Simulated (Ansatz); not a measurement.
# GeCl3: from a guess to a relaxed structure, part 1 of 2

Aim: relax a trial structure of GeCl3 and see where it ends.

Computed with Ansatz 0.2.0 (DFT PBE, scalar-relativistic, plane waves, PAW, unless a step's input says otherwise).

## (1) The starting structure

The structure is cubic, space group Im-3m (No. 229). Conventional cell: a = 6.337 Å, b = 6.337 Å, c = 6.337 Å, α = 90.00°, β = 90.00°, γ = 90.00°. Around Ge (site symmetry m-3m) lie 6 Cl at 3.17 Å. Cl (site symmetry 4/mmm) is surrounded by 2 Ge at 3.17 Å and 4 Cl at 3.17 Å.

Structure file:

```
Ge Cl
1.0
    -3.16826    3.16826    3.16826
     3.16826   -3.16826    3.16826
     3.16826    3.16826   -3.16826
Ge Cl
1 3
Direct
  0.00000 0.00000 0.00000
  0.00000 0.50000 0.50000
  0.50000 0.00000 0.50000
  0.50000 0.50000 0.00000
```

A structure generator made this guess: random cell by space group and Wyckoff sites (Im-3m, No. 229). The dimensions are guesses.

## (2) A first look at the guess

Contents of input.yaml:

```yaml
crystal:
  lattice:
    - [-3.16825844, 3.16825844, 3.16825844]
    - [3.16825844, -3.16825844, 3.16825844]
    - [3.16825844, 3.16825844, -3.16825844]
  atoms:
    - { symbol: Ge, position: [0.0, 0.0, 0.0] }
    - { symbol: Cl, position: [0.0, 0.5, 0.5] }
    - { symbol: Cl, position: [0.5, 0.0, 0.5] }
    - { symbol: Cl, position: [0.5, 0.5, 0.0] }
basis:
  ecutwfc: 420
kpoints:
  mp_grid: { grid: [4, 4, 4] }
hamiltonian:
  xc: pbe
scf:
  occupations: { method: gaussian, width: 0.1 }
  lower_state_search: "off"
output:
  forces: true
  stress: true
  eigenvalues: true
```

Run with:

```bash
$ ansatz run input.yaml --threads 1 --pin off --max-ram 2560MiB --backend cpu --events-out ev --progress --plain --runs-dir out
```

What it wrote, shortened:

```text
[...]
SCF converged after 7 iterations
Free energy (F): -7532.969333 eV
[...]
E sigma→0 (E₀):  -7532.951255 eV
Entropy (-TS):   -0.036155 eV (-9.039 meV/atom)
Fermi energy:    1.448303 eV
[...]
--- Forces (eV/Å), atoms counted from 1 ---
  atom   1  Ge    -0.00000000     0.00000000     0.00000000
  atom   2  Cl    -0.00000000    -0.00000000     0.00000000
  atom   3  Cl     0.00000000    -0.00000000    -0.00000000
  atom   4  Cl     0.00000000     0.00000000    -0.00000000
[...]
--- Stress (GPa, compression-positive) ---
       -5.449581       0.000000       0.000000
       -0.000000      -5.449581       0.000000
       -0.000000      -0.000000      -5.449581
  P = ⅓ Tr σ = -5.4496 GPa (-54.496 kbar)
--- Band table (eV; the first three rows and the last of 8) ---
  k-point 0: bands = ["-24.8533", "-24.8533", "-24.8533", "-24.8500", "-24.8500", "-12.7361", "-11.8358", "-11.8358", "-6.1464", "-1.2523", "-1.2523", "-1.2523", "-1.2489", "-1.2489", "-1.2489", "1.4202", "1.4202", "1.4202", "4.1534", "4.1534", "4.1534", "7.7442"]
[...]
```

Run time: 1.3 s. Hardware: 1 thread of Arm Neoverse V2, shared host; peak memory 0.34 GiB.

From the probe: pressure -5.4 GPa, largest force 0.00 eV/Å, gap on this mesh none (metal). A cheap, loose relaxation comes first.

## (3) A loose first relaxation

input.yaml, as its differences from that of step 2:

```diff
@@ -23 +23,6 @@
   eigenvalues: true
+relax:
+  adjacent_minimum: "off"
+  f_tol: 0.04
+  max_steps: 70
+  cell: { stress_tol: 0.4 }
```

Run with:

```bash
$ ansatz run input.yaml --threads 1 --pin off --max-ram 2560MiB --backend cpu --events-out ev --progress --plain --runs-dir out
```

What it wrote:

```text
Warning: RAYON_NUM_THREADS=1 ignored (pool sized by the plan → 1); use --threads N
Engine: ansatz 0.2.0, aarch64-unknown-linux-gnu
Pseudopotentials: kind: paw
Pseudopotential: Ge, paw, valence charge 14, recommended cutoff 420 eV (normal), Ge.paw.azcp
Pseudopotential: Cl, paw, valence charge 7, recommended cutoff 420 eV (normal), Cl.paw.azcp
Functional definition: PBE
  parameter kappa = 0.804
  parameter beta = 0.06672455060314922
  exchange = pbe_x(kappa = kappa, mu = beta*pi^2/3)
  correlation = pbe_c(beta = beta)
Crystal: 4 atoms, lattice volume = 127.210 Å³
Basis set: ecut = 420 eV, 2491 PW (Γ), exchange–correlation on 80×80×80 points (8 copies of the dense FFT grid, shifted against one another)
Bands: 22, of which v1, the nominal top of the filled ones, is band 18 counted from 1 (17 counted from 0)
Symmetry: 48 space group operations
Space group: Im-3m (ITA 229), of the structure as read, at distance tolerance 5.0e-5 Å
k-points: 8 of 64
Non-local potential: Ge, projectors of the file, l = 0: 2, l = 1: 2, l = 2: 3, l = 3: 1
Non-local potential: Cl, projectors of the file, l = 0: 2, l = 1: 2, l = 2: 2
PAW form: soft (Blöchl's): semilocal exchange-correlation on the pseudo side does not see the compensation charge
PAW one-centre angular grid: Ge, 590 points (default); XC on 64 Gauss nodes
PAW one-centre angular grid: Cl, 110 points (default); XC on 64 Gauss nodes
Initial density: superposition of atomic densities (neutral atoms: chi_scale 0, normalization atom), corrected by the library's trained network
Initial wavefunctions: pseudopotential atomic-orbital guess
Functional: x = pbe(κ = 0.804, μ = 0.2195149727645171), c = pbe(β = 0.06672455060314922)
SCF iter   1: F=—  HF=-7533.006344 eV  |F-HF|=—  |Δ(HF+E_count)|=         —  Δρ=6.42e-3  dr2=1.27e-1  ethr=1.77e-3  ⟨swp⟩=6.4  Hψ=760  notcnv=0
preconditioner: auto → LDOS  [metal: Δε(μ)=0.030 eV  Ē_g=8.171 eV  σ=0.100 eV  W_gap=0.17  n_scr=18 (ndim 8)  ℏωp=16.5 eV  f_vac=0.058  D(μ)=7.34/eV (n_scr^D=78)  β→1.0]
SCF iter   2: F=—  HF=-7532.982633 eV  |F-HF|=—  |Δ(HF+E_count)|=   2.37e-2  Δρ=4.57e-3  dr2=6.05e-2  ethr=3.62e-4  ⟨swp⟩=3.0  Hψ=373  notcnv=0
SCF iter   3: F=—  HF=-7532.970007 eV  |F-HF|=—  |Δ(HF+E_count)|=   1.26e-2  Δρ=1.01e-3  dr2=2.73e-3  ethr=1.73e-4  ⟨swp⟩=2.0  Hψ=335  notcnv=0
SCF iter   4: F=—  HF=-7532.969357 eV  |F-HF|=—  |Δ(HF+E_count)|=   6.50e-4  Δρ=3.50e-4  dr2=1.42e-4  ethr=7.81e-6  ⟨swp⟩=2.0  Hψ=273  notcnv=0
SCF iter   5: F=—  HF=-7532.969313 eV  |F-HF|=—  |Δ(HF+E_count)|=   4.41e-5  Δρ=1.21e-4  dr2=1.52e-5  ethr=4.06e-7  ⟨swp⟩=2.2  Hψ=299  notcnv=0
SCF iter   6: F=—  HF=-7532.969332 eV  |F-HF|=—  |Δ(HF+E_count)|=   1.93e-5  Δρ=1.58e-5  dr2=2.34e-7  ethr=4.33e-8  ⟨swp⟩=2.0  Hψ=273  notcnv=0
SCF iter   7: F=-7532.969333 eV  HF=-7532.969333 eV  |F-HF|=9.09e-9  |Δ(HF+E_count)|=   4.59e-7  Δρ=3.12e-6  dr2=6.19e-9  ethr=2.86e-10  ⟨swp⟩=5.4  Hψ=758  notcnv=0
SCF 1 converged in 7 iterations: F = -7532.969333 eV  dr2 = 6.19e-9
relax step   1: F+E_penalty+E_count = -7532.96933273 eV  Δ(F+E_penalty+E_count) = +0.000e0 eV  max|allowed force component| = 4.002e-30 eV/Å  Δτ_max = 0.0000 Å  P = -5.450 GPa  Ω = 127.210 Å³  (7 SCF iters, dr2 threshold 1.00e-7 eV, accepted)
Crystal: 4 atoms, lattice volume = 109.224 Å³
Basis set: ecut = 420 eV, 2123 PW (Γ), exchange–correlation on 80×80×80 points (8 copies of the dense FFT grid, shifted against one another)
Initial density: handed on by an earlier stage of this run
Initial wavefunctions: those handed on with the density
iter 1 solved again at ethr=2.86e-4 eV; its pass at ethr=3.10e-3 eV (dr2=1.00e-1 eV) is discarded
SCF iter   1: F=—  HF=-7533.525077 eV  |F-HF|=—  |Δ(HF+E_count)|=         —  Δρ=5.58e-3  dr2=1.00e-1  ethr=2.86e-4  ⟨swp⟩=1.0  Hψ=905  notcnv=0
preconditioner: auto → LDOS  [metal: Δε(μ)=0.037 eV  Ē_g=8.503 eV  σ=0.100 eV  W_gap=0.20  n_scr=18 (ndim 8)  ℏωp=17.8 eV  f_vac=0.034  D(μ)=6.70/eV (n_scr^D=78)  β→1.0]
SCF iter   2: F=—  HF=-7533.511848 eV  |F-HF|=—  |Δ(HF+E_count)|=   1.32e-2  Δρ=5.06e-3  dr2=5.40e-2  ethr=2.86e-4  ⟨swp⟩=3.0  Hψ=376  notcnv=0
SCF iter   3: F=—  HF=-7533.491581 eV  |F-HF|=—  |Δ(HF+E_count)|=   2.03e-2  Δρ=5.79e-4  dr2=2.53e-4  ethr=1.54e-4  ⟨swp⟩=2.0  Hψ=407  notcnv=0
SCF iter   4: F=—  HF=-7533.491361 eV  |F-HF|=—  |Δ(HF+E_count)|=   2.20e-4  Δρ=1.98e-4  dr2=4.10e-5  ethr=7.22e-7  ⟨swp⟩=2.0  Hψ=303  notcnv=0
SCF iter   5: F=—  HF=-7533.491373 eV  |F-HF|=—  |Δ(HF+E_count)|=   1.25e-5  Δρ=5.98e-5  dr2=5.22e-6  ethr=1.17e-7  ⟨swp⟩=2.0  Hψ=298  notcnv=0
SCF iter   6: F=-7533.491376 eV  HF=-7533.491376 eV  |F-HF|=7.59e-8  |Δ(HF+E_count)|=   2.98e-6  Δρ=8.25e-6  dr2=5.97e-8  ethr=1.14e-9  ⟨swp⟩=3.4  Hψ=733  notcnv=0
SCF 2 converged in 6 iterations: F = -7533.491376 eV  dr2 = 5.97e-8
relax step   2: F+E_penalty+E_count = -7533.49137614 eV  Δ(F+E_penalty+E_count) = -5.220e-1 eV  max|allowed force component| = 3.504e-30 eV/Å  Δτ_max = 0.0000 Å  P = -3.431 GPa  Ω = 109.224 Å³  energy of the carried Pulay correction = +5.739e-4 eV  (6 SCF iters, dr2 threshold 4.00e-7 eV, accepted)
Crystal: 4 atoms, lattice volume = 93.213 Å³
Basis set: ecut = 420 eV, 1865 PW (Γ), exchange–correlation on 80×80×80 points (8 copies of the dense FFT grid, shifted against one another)
iter 1 solved again at ethr=3.23e-4 eV; its pass at ethr=3.10e-3 eV (dr2=1.13e-1 eV) is discarded
SCF iter   1: F=—  HF=-7533.658917 eV  |F-HF|=—  |Δ(HF+E_count)|=         —  Δρ=6.41e-3  dr2=1.13e-1  ethr=3.23e-4  ⟨swp⟩=1.0  Hψ=935  notcnv=0
preconditioner: auto → LDOS  [metal: Δε(μ)=0.052 eV  Ē_g=9.186 eV  σ=0.100 eV  W_gap=0.29  n_scr=18 (ndim 8)  ℏωp=19.2 eV  f_vac=0.011  D(μ)=5.98/eV (n_scr^D=54)  β→1.0]
SCF iter   2: F=—  HF=-7533.633361 eV  |F-HF|=—  |Δ(HF+E_count)|=   2.56e-2  Δρ=4.85e-3  dr2=3.77e-2  ethr=3.23e-4  ⟨swp⟩=3.0  Hψ=378  notcnv=0
SCF iter   3: F=—  HF=-7533.617023 eV  |F-HF|=—  |Δ(HF+E_count)|=   1.63e-2  Δρ=9.33e-4  dr2=5.00e-4  ethr=1.08e-4  ⟨swp⟩=2.0  Hψ=415  notcnv=0
SCF iter   4: F=—  HF=-7533.616376 eV  |F-HF|=—  |Δ(HF+E_count)|=   6.48e-4  Δρ=2.44e-4  dr2=5.21e-5  ethr=1.43e-6  ⟨swp⟩=2.0  Hψ=297  notcnv=0
SCF iter   5: F=—  HF=-7533.616397 eV  |F-HF|=—  |Δ(HF+E_count)|=   2.18e-5  Δρ=7.61e-5  dr2=6.14e-6  ethr=1.49e-7  ⟨swp⟩=2.4  Hψ=291  notcnv=0
SCF iter   6: F=-7533.616401 eV  HF=-7533.616401 eV  |F-HF|=1.22e-7  |Δ(HF+E_count)|=   3.22e-6  Δρ=8.47e-6  dr2=3.37e-8  ethr=1.14e-9  ⟨swp⟩=3.1  Hψ=724  notcnv=0
SCF 3 converged in 6 iterations: F = -7533.616401 eV  dr2 = 3.37e-8
relax step   3: F+E_penalty+E_count = -7533.61640065 eV  Δ(F+E_penalty+E_count) = -1.250e-1 eV  max|allowed force component| = 3.381e-30 eV/Å  Δτ_max = 0.0000 Å  P = +1.747 GPa  Ω = 93.213 Å³  energy of the carried Pulay correction = +1.164e-3 eV  (6 SCF iters, dr2 threshold 4.00e-7 eV, accepted)
Crystal: 4 atoms, lattice volume = 96.893 Å³
iter 1 solved again at ethr=2.34e-5 eV; its pass at ethr=3.10e-3 eV (dr2=8.19e-3 eV) is discarded
SCF iter   1: F=—  HF=-7533.639837 eV  |F-HF|=—  |Δ(HF+E_count)|=         —  Δρ=1.66e-3  dr2=8.18e-3  ethr=2.34e-5  ⟨swp⟩=1.0  Hψ=907  notcnv=0
preconditioner: auto → LDOS  [metal: Δε(μ)=0.043 eV  Ē_g=9.216 eV  σ=0.100 eV  W_gap=0.24  n_scr=18 (ndim 8)  ℏωp=18.9 eV  f_vac=0.027  D(μ)=6.44/eV (n_scr^D=78)  β→1.0]
SCF iter   2: F=—  HF=-7533.638093 eV  |F-HF|=—  |Δ(HF+E_count)|=   1.74e-3  Δρ=1.34e-3  dr2=3.22e-3  ethr=2.34e-5  ⟨swp⟩=2.0  Hψ=348  notcnv=0
SCF iter   3: F=—  HF=-7533.636765 eV  |F-HF|=—  |Δ(HF+E_count)|=   1.33e-3  Δρ=2.48e-4  dr2=4.55e-5  ethr=9.19e-6  ⟨swp⟩=2.0  Hψ=355  notcnv=0
SCF iter   4: F=—  HF=-7533.636724 eV  |F-HF|=—  |Δ(HF+E_count)|=   4.15e-5  Δρ=7.48e-5  dr2=4.47e-6  ethr=1.30e-7  ⟨swp⟩=2.0  Hψ=303  notcnv=0
SCF iter   5: F=—  HF=-7533.636726 eV  |F-HF|=—  |Δ(HF+E_count)|=   2.11e-6  Δρ=2.29e-5  dr2=5.65e-7  ethr=1.28e-8  ⟨swp⟩=2.6  Hψ=300  notcnv=0
SCF iter   6: F=-7533.636726 eV  HF=-7533.636726 eV  |F-HF|=1.31e-8  |Δ(HF+E_count)|=   3.02e-7  Δρ=2.71e-6  dr2=3.67e-9  ethr=1.14e-9  ⟨swp⟩=5.4  Hψ=764  notcnv=0
SCF 4 converged in 6 iterations: F = -7533.636726 eV  dr2 = 3.67e-9
relax step   4: F+E_penalty+E_count = -7533.63672639 eV  Δ(F+E_penalty+E_count) = -2.033e-2 eV  max|allowed force component| = 3.506e-30 eV/Å  Δτ_max = 0.0000 Å  P = +0.094 GPa  Ω = 96.893 Å³  energy of the carried Pulay correction = +1.021e-3 eV  (6 SCF iters, dr2 threshold 4.00e-7 eV, accepted)
Basis set: ecut = 420 eV, 1865 PW (Γ), exchange–correlation on 72×72×72 points (8 copies of the dense FFT grid, shifted against one another)
Initial wavefunctions: pseudopotential atomic-orbital guess (no wavefunctions were taken with the density)
iter 1 solved again at ethr=1.38e-7 eV; its pass at ethr=3.10e-3 eV (dr2=4.82e-5 eV) is discarded
SCF iter   1: F=—  HF=-7533.635551 eV  |F-HF|=—  |Δ(HF+E_count)|=         —  Δρ=7.26e-5  dr2=1.02e-6  ethr=1.38e-7  ⟨swp⟩=3.0  Hψ=1226  notcnv=0
preconditioner: auto → LDOS  [metal: Δε(μ)=0.044 eV  Ē_g=9.171 eV  σ=0.100 eV  W_gap=0.24  n_scr=18 (ndim 8)  ℏωp=18.9 eV  f_vac=0.025  D(μ)=6.38/eV (n_scr^D=78)  β→1.0]
SCF iter   2: F=—  HF=-7533.635571 eV  |F-HF|=—  |Δ(HF+E_count)|=   1.97e-5  Δρ=7.79e-5  dr2=2.82e-6  ethr=2.90e-9  ⟨swp⟩=2.0  Hψ=310  notcnv=0
SCF iter   3: F=—  HF=-7533.635566 eV  |F-HF|=—  |Δ(HF+E_count)|=   4.96e-6  Δρ=1.64e-5  dr2=2.84e-7  ethr=2.90e-9  ⟨swp⟩=2.0  Hψ=305  notcnv=0
SCF iter   4: F=—  HF=-7533.635566 eV  |F-HF|=—  |Δ(HF+E_count)|=   4.02e-7  Δρ=2.70e-6  dr2=3.98e-9  ethr=8.11e-10  ⟨swp⟩=2.0  Hψ=291  notcnv=0
SCF iter   5: F=-7533.635566 eV  HF=-7533.635566 eV  |F-HF|=5.28e-11  |Δ(HF+E_count)|=   1.02e-8  Δρ=3.64e-7  dr2=9.34e-11  ethr=7.31e-12  ⟨swp⟩=4.0  Hψ=594  notcnv=0
SCF 5 converged in 5 iterations: F = -7533.635566 eV  dr2 = 9.34e-11
relax step   5: F+E_penalty+E_count = -7533.63556561 eV  Δ(F+E_penalty+E_count) = +1.161e-3 eV  max|allowed force component| = 2.132e-29 eV/Å  Δτ_max = 0.0000 Å  P = +0.094 GPa  Ω = 96.893 Å³  stress off target by 9.36e-2 GPa  SCF on the basis re-selected at this cell (its energy is not comparable with the rows above)  (5 SCF iters)
basis re-selected at this cell: Δ(F+E_penalty+E_count) = +1.161e-3 eV, ΔP = -0.001 GPa vs the last step (what re-selecting the basis moved, of the pressure what is left beyond the Pulay correction that the steps carried, after the strain that the cell walked since its last selection, with what the two solves' SCF thresholds leave and, on support functions, any second-order correction that the steps lacked; it is no measure of the basis error at this ecutwfc). The dense FFT grid was sized anew with the basis: this SCF ran on 36×36×36 points, the steps before it on 40×40×40, so part of this shift can come from that change (see relax.cell in the input reference). This SCF's stress stands 9.36e-2 GPa from its target on what of the cell is left free (relax.cell.stress_tol is 4.00e-1 GPa) and its largest allowed force component is 2.13e-29 eV/Å (relax.f_tol is 4.00e-2 eV/Å): within both
SCF converged after 5 iterations
Free energy (F): -7533.635566 eV
Harris-Foulkes:  -7533.635566 eV  (|F-HF|=5.28e-11)
Internal energy: -7533.603645 eV  (E = F + TS)
E sigma→0 (E₀):  -7533.619605 eV
Entropy (-TS):   -0.031921 eV (-7.980 meV/atom)
Fermi energy:    4.386163 eV
--- Per-component energies (eV) ---
  E_band       = -255.770677
  E_kinetic    = 586.018021
  E_local      = -3248.328586  (includes V_loc(G=0)·N_el)
  E_nonlocal   = 496.864298
  E_hartree    = 1311.203954
  E_xc         = -393.022433
  E_vxc        = -425.017107  (∫ρ·V_xc dr)
  E_paw        = -3988.780814  (= ΣΔE_a)
  E_vpaw       = -287.715432  (= ΣTr[D̂ρ^β])
  E_aug_tail   = 0.000554  (compensation charges beyond the density's cutoff)
  E_ewald      = -2297.558638
  E_smearing   = -0.031921  (= −TS)
  E_closure    = 0.000000  (closes the sum)
  Σ components = -7533.635566   (vs F -7533.635566, Δ=0.00e0)
--- Forces (eV/Å), atoms counted from 1 ---
  atom   1  Ge     0.00000000    -0.00000000     0.00000000
  atom   2  Cl     0.00000000    -0.00000000     0.00000000
  atom   3  Cl     0.00000000    -0.00000000    -0.00000000
  atom   4  Cl     0.00000000     0.00000000    -0.00000000
  max |Σ_I F_I| component: 4.51e-29 eV/Å
--- Stress (GPa, compression-positive) ---
        0.093561       0.000000      -0.000000
       -0.000000       0.093561       0.000000
        0.000000       0.000000       0.093561
  P = ⅓ Tr σ = 0.0936 GPa (0.936 kbar)
--- Band table (eV; the first three rows and the last of 8) ---
  k-point 0: bands = ["-21.5201", "-21.5201", "-21.5201", "-21.5190", "-21.5190", "-11.3100", "-9.5599", "-9.5599", "-2.9610", "0.2197", "0.2197", "0.2197", "0.4854", "0.4854", "0.4854", "4.3171", "4.3171", "4.3171", "8.2237", "8.2237", "8.2237", "9.5908"]
  k-point 1: bands = ["-21.5201", "-21.5200", "-21.5200", "-21.5189", "-21.5188", "-11.0825", "-9.8080", "-9.6173", "-3.4809", "0.1308", "0.3913", "0.6177", "0.6720", "1.0068", "1.4794", "3.3868", "3.5393", "4.3763", "6.9059", "6.9193", "7.9093", "10.4845"]
  k-point 2: bands = ["-21.5201", "-21.5200", "-21.5198", "-21.5189", "-21.5186", "-10.6669", "-10.2436", "-9.6728", "-3.8862", "0.0464", "0.3016", "1.3656", "1.7270", "1.7853", "1.9694", "2.3531", "2.8443", "4.4420", "5.4382", "5.5700", "7.7099", "12.1873"]
  k-point 7: bands = ["-21.5198", "-21.5198", "-21.5198", "-21.5193", "-21.5193", "-10.5300", "-10.5300", "-9.3865", "-2.8860", "-0.9137", "-0.9137", "-0.9137", "1.3523", "1.3523", "1.3523", "4.4896", "4.4896", "4.4896", "8.0733", "8.0733", "8.0733", "12.1701"]
--- Relaxed structure (4 steps of the walk, 4 accepted, 1 SCFs on fresh bases) ---
  F+E_penalty+E_count = -7533.63556561 eV   max|allowed force component| = 2.132e-29 eV/Å   (the final SCF, on the basis selected at the relaxed cell)
  cell:  # Å, volume = 96.8929 Å³
    - [-2.893414038057374, 2.893414038057374, 2.893414038057374]
    - [2.893414038057374, -2.893414038057374, 2.893414038057374]
    - [2.893414038057374, 2.893414038057374, -2.893414038057374]
  atoms:
    - { symbol: Ge, position: [1.377234563683388e-35, -3.7042860678440757e-35, -2.896941668443072e-35] }
    - { symbol: Cl, position: [-4.611974147807393e-34, 0.5, 0.5] }
    - { symbol: Cl, position: [0.5, -2.5837327951471854e-34, 0.5] }
    - { symbol: Cl, position: [0.5, 0.5, -4.896885047967398e-34] }
```

It took 6.8 s on 1 thread of Arm Neoverse V2, shared host; peak memory 0.35 GiB.

Step by step:

| step | E - E(step 1) (eV/cell) | largest force component (eV/Å) | pressure (GPa) | volume (Å³) |
| --- | --- | --- | --- | --- |
| 1 | 0.0000 | 0.0000 | -5.45 | 127.21 |
| 2 | -0.5220 | 0.0000 | -3.43 | 109.22 |
| 3 | -0.6471 | 0.0000 | 1.75 | 93.21 |
| 4 | -0.6674 | 0.0000 | 0.09 | 96.89 |
| 5 | -0.6662 | 0.0000 | 0.09 | 96.89 |

Step 1 is the start. Step 5 repeats the geometry before it on a plane-wave basis chosen anew for that cell, so its energy need not be comparable with the rows above.

Lengths and angles in the start's conventional setting:

|  | before | after | change |
| --- | --- | --- | --- |
| a (Å) | 6.337 | 5.787 | -8.7 % |
| b (Å) | 6.337 | 5.787 | -8.7 % |
| c (Å) | 6.337 | 5.787 | -8.7 % |
| volume (Å³/atom) | 31.80 | 24.22 | -23.8 % |
| shortest distance (Å) | 3.168 | 2.893 | -8.7 % |
| space group (0.01 Å) | Im-3m | Im-3m | same |

Forces and stress were held to the start's 48 operations: a distortion of lower symmetry was not tested.

(Continued in part 2 of 2.)
